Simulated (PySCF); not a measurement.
# CoNCl: quartet, from a bent start

Where does quartet CoNCl go from a bent start, is the end point a minimum, and what are its modes, charges and moments?

Program: PySCF 2.14.0. Level of theory: PBE0, basis Co def2-TZVP, N def2-TZVP, Cl def2-TZVP, no relativity, density fitting. These are calculated values, not measurements.

## Step 1: The system as given

3 atoms, charge 0, spin multiplicity 4.

Bond lengths: Co1–N2 1.630 Å, Co1–Cl3 2.100 Å. Angles: N2–Co1–Cl3 110.0°.

Z-matrix (Å, degrees; charge 0 multiplicity 4):
```
Co
N  1 1.6300
Cl 1 2.1000 2 110.00
```

## Step 2: Finding the electronic state

The steps below are one call of a driver around PySCF. For each, scf.py gives the equivalent set-up of the SCF; relaxations use the driver's own optimiser. After this first run the driver tries any further starts and a stability analysis.

Contents of scf.py:

```python
from pyscf import gto, scf, dft
mol = gto.M(atom='''
Co     0.000000     0.000000     0.000000
N     -1.335200     0.000000     0.934900
Cl     1.720200     0.000000     1.204500''',
    basis={'Co': 'def2-TZVP', 'N': 'def2-TZVP', 'Cl': 'def2-TZVP'},
    charge=0, spin=3)
mf = dft.UKS(mol, xc='PBE0')
mf.grids.atom_grid = (50, 194)
aux = {'Co': 'def2-universal-JKFIT', 'N': 'def2-universal-JKFIT', 'Cl': 'def2-universal-JKFIT'}
mf = mf.density_fit(auxbasis=aux)
mf.conv_tol = 1e-08
mf.diis_space = 10
mf.max_cycle = 60
mf.init_guess = 'minao'
mf.verbose = 4
mf.kernel()
```

Launch:

```sh
$ OMP_NUM_THREADS=4 python axn.py task.json out
```

After this run come: Relaxing the quartet from the bent start; Is it a minimum? Harmonic modes.

Before running it: what results should come out? Wanted: minimum; geometry; wavenumbers; dipole moment; highest occupied, lowest empty level; polar-tensor charge of Co1; zero-point energy; atomisation energy; ⟨S²⟩.

The runs gave:

| quantity | value |
| --- | --- |
| minimum | quartet, Cs |
| geometry | Co–Cl 2.103 Å, Co–N 1.587 Å; Cl–Co–N 132.3° |
| wavenumbers (cm⁻¹) | 104 (a'), 423 (a'), 815 (a') |
| dipole moment | 2.72 D |
| highest occupied, lowest empty level (either spin) | -7.96, -4.05 eV |
| polar-tensor charge of Co1 | +0.84 e |
| zero-point energy | 8.0 kJ/mol |
| entropy at 298.15 K | 297.6 J/(mol K) |
| atomisation energy (no zero-point energy) | 561 kJ/mol |
| ⟨S²⟩ | 3.986 |

In words: The bent start keeps its Cs symmetry and ends in a minimum. In the infrared the band at 423 cm⁻¹ (a', stretch) leads. Most of the spin sits on Co1 (Mulliken spin 2.34, against 3 for the whole molecule). Only this shape and spin were tried, so other structures or states may lie lower. The determinant is spin-contaminated (⟨S²⟩ = 3.99, pure value 3.75). One determinant may miss the lowest occupation of an open d or f shell.
